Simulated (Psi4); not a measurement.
# Li2H2O2 ((LiOH)2 ring), run twice

Wanted: the energy of Li2H2O2 ((LiOH)2 ring), LCCD/cc-pVDZ-DK (DKH2, fitted SCF).

Program for the calculation: Psi4 1.11.

3 further runs of the same task are left out: 3 set aside as unsound or not needed.

## Step 1: The system as given

Li2H2O2 has 6 atoms, charge 0, and is taken as a singlet. The shape comes from GFN2-xTB, which is rough for such elements, and wasn't checked as a minimum.

Bond lengths: Li1–O2 1.747 Å, O2–Li3 1.747 Å, Li1–O4 1.748 Å, Li3–O4 1.748 Å, O2–H5 0.955 Å, O4–H6 0.955 Å. Angles: Li1–O2–Li3 79.6°, O2–Li1–O4 100.4°, O2–Li3–O4 100.4°, Li1–O4–Li3 79.6°, Li1–O2–H5 140.2°, Li3–O2–H5 140.2°, Li1–O4–H6 140.3°, Li3–O4–H6 140.2°.

## Step 2: The input as first written

File h2li2o2.py:

```python
import psi4

psi4.set_memory(1600000000)
psi4.set_num_threads(1)
psi4.core.set_output_file('psi4.out', False)

geom = psi4.geometry("""
Li     0.807460    -0.194960     0.749300
O     -0.356790     1.105830     0.672450
Li    -0.805350     0.196950    -0.750290
O      0.357390    -1.105580    -0.672660
H     -0.608920     1.893940     1.149240
H      0.606200    -1.896180    -1.148040
units bohr
""")

psi4.set_options(dict(basis='cc-pVDZ-DK', scf_type='df', cc_type='conv', maxiter=60, relativistic='dkh', dkh_order=2))

energy_value = psi4.energy('lccd')
print(f'lccd energy: {energy_value:.10f} Eh')
```

On the command line:

```bash
$ python h2li2o2.py
```

psi4.out:

```text
[...]
  Running in c1 symmetry.
[...]
  Nuclear repulsion =  108.856810834745815
[...]
  Multiplicity = 1
[...]
  Nalpha       = 12
  Nbeta        = 12
[...]
    Number of basis functions: 66
[...]
   @DF-RHF iter   1:  -161.27339848257370    4.34379e+00   2.22531e-02 DIIS/ADIIS
[...]
   @DF-RHF iter  11:  -162.00074145593882   -9.52127e-12   7.38995e-09 DIIS
[...]
    Orbital Energies [Eh]
    ---------------------
    Doubly Occupied:
       1A    -20.410245     2A    -20.410077     3A     -2.839351
       4A     -2.554259     5A     -1.509281     6A     -1.420087
       7A     -0.715955     8A     -0.650095     9A     -0.620552
      10A     -0.591513    11A     -0.488959    12A     -0.330432
[...]
  @DF-RHF Final Energy:  -162.00074145593882
   => Energetics <=
    Nuclear Repulsion Energy =            108.8568108347458150
    One-Electron Energy =                -436.6334922788766448
    Two-Electron Energy =                 165.7759399881919933
    Total Energy =                       -162.0007414559388224
[...]
 Multipole Moments:
 ------------------------------------------------------------------------------------
     Multipole            Electronic (a.u.)      Nuclear  (a.u.)        Total (a.u.)
 ------------------------------------------------------------------------------------
 L = 1.  Multiply by 2.5417464519 to convert [e a0] to [Debye]
 Dipole X            :          0.0017023           -0.0024113           -0.0007090
 Dipole Y            :          0.0026377           -0.0021154            0.0005223
 Dipole Z            :         -0.0017402            0.0010941           -0.0006461
 Magnitude           :                                                    0.0010922
[...]
      * SCS-MP2 total energy:                 -162.403455549364
[...]
      * MP2 total energy:                     -162.420917213566
[...]
```

The script printed:

```text
lccd energy: -162.4283171018 Eh
```

It took 8.4 s on 1 thread of AMD EPYC 7B13 (Zen 3), shared host; peak memory 0.35 GiB.

## Step 3: Reading the log

The program ended normally, but the settings are unsound, so its numbers aren't properties of the molecule.

The fault: the coordinates are read in the wrong unit, so the molecule is scaled by the ratio of bohr to ångström. As the program read them, the closest atoms are 0.51 Å apart, against 0.95 Å in the sound input.

## Step 4: The mended input

File h2li2o2.xyz:

```xyz
6
H2Li2O2
Li     0.807460    -0.194960     0.749300
O     -0.356790     1.105830     0.672450
Li    -0.805350     0.196950    -0.750290
O      0.357390    -1.105580    -0.672660
H     -0.608920     1.893940     1.149240
H      0.606200    -1.896180    -1.148040
```

File job.py:

```python
import psi4

psi4.set_memory('1600 MB')
psi4.set_num_threads(1)
psi4.set_output_file('h2li2o2.out', False)

with open('h2li2o2.xyz') as f:
    atoms = ''.join(f.readlines()[2:])
geom = psi4.geometry('0 1\n' + atoms + '')

psi4.set_options({
    'basis': 'cc-pVDZ-DK',
    'scf_type': 'df',
    'cc_type': 'conv',
    'relativistic': 'dkh',
    'dkh_order': 2,
})

e = psi4.energy('lccd')
print(f'lccd energy: {e:.10f} Eh')
```

On the command line:

```bash
$ python job.py
```

h2li2o2.out:

```text
[...]
  Running in c1 symmetry.
[...]
  Nuclear repulsion =   57.604543519962611
[...]
  Multiplicity = 1
[...]
  Nalpha       = 12
  Nbeta        = 12
[...]
    Number of basis functions: 66
[...]
   @DF-RHF iter   1:  -165.72318811800361   -1.27896e+00   1.36312e-02 ADIIS/DIIS
[...]
   @DF-RHF iter  10:  -166.05830789676608   -9.20863e-12   4.91051e-09 DIIS
[...]
    Orbital Energies [Eh]
    ---------------------
    Doubly Occupied:
       1A    -20.474431     2A    -20.474427     3A     -2.360235
       4A     -2.357258     5A     -1.208478     6A     -1.203799
       7A     -0.593512     8A     -0.552114     9A     -0.427489
      10A     -0.418962    11A     -0.417793    12A     -0.394458
[...]
  @DF-RHF Final Energy:  -166.05830789676608
   => Energetics <=
    Nuclear Repulsion Energy =             57.6045435199626112
    One-Electron Energy =                -345.5597904951216606
    Two-Electron Energy =                 121.8969390783929896
    Total Energy =                       -166.0583078967660811
[...]
 Multipole Moments:
 ------------------------------------------------------------------------------------
     Multipole            Electronic (a.u.)      Nuclear  (a.u.)        Total (a.u.)
 ------------------------------------------------------------------------------------
 L = 1.  Multiply by 2.5417464519 to convert [e a0] to [Debye]
 Dipole X            :          0.0044406           -0.0045566           -0.0001160
 Dipole Y            :          0.0049758           -0.0039975            0.0009783
 Dipole Z            :         -0.0020129            0.0020676            0.0000547
 Magnitude           :                                                    0.0009866
[...]
      * SCS-MP2 total energy:                 -166.473285251859
[...]
      * MP2 total energy:                     -166.486030947246
[...]
```

Standard output:

```text
lccd energy: -166.4955332973 Eh
```

Run time: 15 s. Hardware: 1 thread of AMD EPYC 7B13 (Zen 3), shared host; peak memory 0.35 GiB.

## Step 5: What came out

At LCCD/cc-pVDZ-DK (DKH2, fitted SCF):

```
                             quantity          value
                         total energy  -166.49553 Eh
  HOMO energy (Hartree–Fock orbitals)      -10.73 eV
  LUMO energy (Hartree–Fock orbitals)        0.88 eV
HOMO–LUMO gap (Hartree–Fock orbitals)       11.61 eV
                   correlation energy     -437.2 mEh
```

The first attempt's energy was +110.675 eV off this one.
